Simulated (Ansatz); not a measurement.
C2H7AlO, SMILES CO[CH2][AlH2], a ladder of methods at one geometry

Computed with Ansatz's Python interface.

`run_methods.py`
```python
"""C2H7AlO at several levels of theory."""

import ansatz as az

c2h7alo = (
    az.Crystal.molecule()
    .atom("C", (-0.2112, 1.775, 0.2474))
    .atom("O", (0.0878, 0.6723, -0.5088))
    .atom("C", (-0.0959, -0.466, 0.2886))
    .atom("Al", (0.5106, -2.0635, -0.7655))
    .atom("H", (0.4083, 1.9403, 1.1004))
    .atom("H", (-0.1349, 2.7288, -0.4117))
    .atom("H", (-1.2985, 1.7845, 0.5585))
    .atom("H", (0.6513, -0.4149, 1.1792))
    .atom("H", (-1.1174, -0.5805, 0.6637))
    .atom("H", (0.916, -1.9085, -2.2533))
    .atom("H", (0.3491, -3.5244, -0.0779))
)

job = c2h7alo.calculation().basis(gaussian="def2-SVP")

methods = ["mp2", "ccsd", "ccsd_t"]
batch = az.Session.batch([job.correlation(m).input() for m in methods])
reports = sorted(batch.plan().execute().molecular_reports, key=lambda each: each["member"])
print(f"Hartree-Fock reference {reports[0]['reference_energy_ev'] / 27.211386246:.6f} Ha")
best = reports[-1]["free_energy_ev"] - reports[-1]["reference_energy_ev"]
for method, each in zip(methods, reports):
    gained = each["free_energy_ev"] - each["reference_energy_ev"]
    print(f"{method:8s} total {each['free_energy_ev'] / 27.211386246:.6f} Ha  correlation {gained:9.4f} eV  ({100 * gained / best:.1f} % of the last)")
```

```console
$ python run_methods.py
Hartree-Fock reference -396.338708 Ha
mp2      total -396.876176 Ha  correlation  -14.6253 eV  (89.1 % of the last)
ccsd     total -396.927149 Ha  correlation  -16.0123 eV  (97.5 % of the last)
ccsd_t   total -396.942255 Ha  correlation  -16.4234 eV  (100.0 % of the last)
```

What to keep in mind:
- Total energies depend on the basis set; only differences at equal settings carry meaning.
- The geometry is a force-field or estimated start, not a minimum of this method, and the basis set is short of its limit. A lower total doesn't mark the better method: functionals have no common bound, and MP2 and coupled cluster aren't variational.
- Inner cores stay frozen, so this is valence correlation.

(Lines on the test bed's own set-up are left out of the output.)
